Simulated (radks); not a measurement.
# W³⁺ in [Kr] 4d10 4f14 5s2 5p4 5d5: an all-electron calculation

Wanted: eigenvalues, radial structure and energy terms of the tungsten ion W3+.

Program: radks (a radial shooting solver on a logarithmic mesh, Libxc functionals) version 1. Level of theory: Dirac Kohn-Sham, PBE, spin-unpolarised, spherical densities, point nucleus; open shells fill j = l - 1/2 first. These are calculated values, not measurements, unless marked.

## 1. Starting point

```
element       : tungsten (Z = 74)
charge        : +3
electrons     : 71
configuration : [Kr] 4d10 4f14 5s2 5p4 5d5
```

## 2. The run

Input:

```text
Z 74
configuration [Kr] 4d10 4f14 5s2 5p4 5d5 6s0 6p0
relativity Dirac
functional pbe,pbe
spin unpolarised
j_filling energy
nucleus point
c 137.035999084
```

Launch:

```
python run_ks.py task.json out
```

This one command runs every case of the session in turn.

Q: Predict the outcome of this run.

As calculated:

```
                        quantity                   value
                    total energy     -16161.2836 hartree
exchange-correlation share of it                  2.00 %
                            −T/E                  1.1270
          highest occupied level       5d5/2, -32.871 eV
    most extended occupied level  5d5/2, <r> = 1.72 bohr
 radius at density 0.001 e/bohr³               3.50 bohr
    maxima of the radial density                       4
```

What this shows: The radial density shows 4 maxima for 5 occupied principal shells; where shells overlap, one shows as a shoulder or not at all. Relativity lifts −T/E to 1.127. This is not the tabulated ground configuration, so its levels and sizes aren't those of the ground state, and no measured value stands beside it.
